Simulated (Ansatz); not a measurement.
# C₂H₆GeO₂: a ladder of functionals and wavefunction methods

One table from this session's results is given with a row withheld; the runs are named, their logs left out.

Program: Ansatz 0.2.0, Gaussian basis. Level of theory: functionals in def2-TZVPP, the program's frozen cores in correlated methods. These are calculated values, not measurements.

Plan: LDA (SPW92), PBE-D4, revPBE-D4, BLYP-D4, r2SCAN-D4, B97M-V, PBE0-D4, B3LYP-D4, r2SCANh-D4, r2SCAN0-D4, HSE06-D4, BHLYP-D4, CAM-B3LYP-D4, LC-ωPBE, ωB97X-V, ωB97M-V, B2PLYP, PBE-QIDH; CCSD(T)/def2-SVP; CCSD(T)/def2-TZVPP; MP2/def2-QZVPP; extrapolation to the limit; RPA on PBE.

## The geometry

All runs share one geometry, relaxed beforehand with PBE0-D4 in a triple-zeta def2 set.

11 atoms, charge 0, spin multiplicity 1.

Atoms are counted from 1 here; the program's logs count them from 0.

Bond lengths: C1–C2 1.497 Å, C1–H6 1.087 Å, C1–H7 1.092 Å, C1–H8 1.092 Å, C2–O3 1.209 Å, C2–O4 1.328 Å, O4–Ge5 1.834 Å, Ge5–H9 1.529 Å, Ge5–H10 1.534 Å, Ge5–H11 1.529 Å. Angles: C2–C1–H6 110.0°, C2–C1–H7 109.6°, C2–C1–H8 109.6°, H6–C1–H7 110.2°, H6–C1–H8 110.2°, H7–C1–H8 107.2°, C1–C2–O3 124.8°, C1–C2–O4 113.2°, O3–C2–O4 122.1°, C2–O4–Ge5 112.9°, O4–Ge5–H9 109.1°, O4–Ge5–H10 100.1°, O4–Ge5–H11 109.1°, H9–Ge5–H10 111.9°, H9–Ge5–H11 113.7°, H10–Ge5–H11 111.9°.

The first run:

Input file in.yaml:

```yaml
crystal:
  periodic: [false, false, false]
  atoms:
    - {symbol: C, position_ang: [-0.090474, -1.581416, 1.218867]}
    - {symbol: C, position_ang: [-0.290492, -0.567804, 0.135392]}
    - {symbol: O, position_ang: [-1.119195, -0.649998, -0.741095]}
    - {symbol: O, position_ang: [0.544505, 0.461457, 0.221681]}
    - {symbol: Ge, position_ang: [0.290166, 1.698243, -1.108113]}
    - {symbol: H, position_ang: [-0.791466, -2.402637, 1.093689]}
    - {symbol: H, position_ang: [0.935457, -1.952940, 1.189061]}
    - {symbol: H, position_ang: [-0.234364, -1.109004, 2.192449]}
    - {symbol: H, position_ang: [-1.116612, 2.283817, -0.984674]}
    - {symbol: H, position_ang: [1.370938, 2.720601, -0.735552]}
    - {symbol: H, position_ang: [0.566739, 1.042679, -2.461205]}
basis:
  gaussian: {orbitals: def2-TZVPP}
hamiltonian: {xc: lda}
output: {orbitals: {seedname: orbitals}}
```

Started as:

```console
$ ansatz run in.yaml --threads 4 --pin off --events-out ev --progress --plain --max-ram 10444MiB
```

Steps of the session up to this table: LDA; PBE-D4 (GGA); revPBE-D4 (GGA); BLYP-D4 (GGA); r2SCAN-D4 (meta-GGA); B97M-V (meta-GGA); PBE0-D4 (hybrid); B3LYP-D4 (hybrid); r2SCANh-D4 (hybrid); r2SCAN0-D4 (hybrid); HSE06-D4 (hybrid); BHLYP-D4 (hybrid); CAM-B3LYP-D4 (range-separated); LC-ωPBE (range-separated); ωB97X-V (range-separated); ωB97M-V (range-separated); B2PLYP (double hybrid); PBE-QIDH (double hybrid).

One of the session's tables, all rows but one given; the rest of the session is left out.

It belongs to the step «Orbital energies across the functionals». 

| functional | HOMO (eV) | gap (eV) |
| --- | --- | --- |
| LDA (SPW92) | -6.56 | 5.43 |
| PBE-D4 | -6.36 | 5.48 |
| revPBE-D4 | -6.28 | 5.50 |
| BLYP-D4 | -6.27 | 5.50 |
| r2SCAN-D4 | -6.69 | 6.10 |
| B97M-V | ? | ? |
| PBE0-D4 | -8.02 | 8.20 |
| B3LYP-D4 | -7.76 | 7.68 |
| r2SCANh-D4 | -7.32 | 7.15 |
| r2SCAN0-D4 | -8.26 | 8.67 |
| HSE06-D4 | -7.61 | 7.42 |
| BHLYP-D4 | -9.64 | 10.65 |
| CAM-B3LYP-D4 | -9.50 | 10.64 |
| LC-ωPBE | -10.82 | 13.21 |
| ωB97X-V | -10.50 | 12.71 |
| ωB97M-V | -10.45 | 12.39 |

Q: Estimate the row for B97M-V from the others.

The run gave: HOMO (eV): -6.85; gap (eV): 6.35. In the column «HOMO (eV)» it lies between r2SCANh-D4 (-7.32) and r2SCAN-D4 (-6.69).
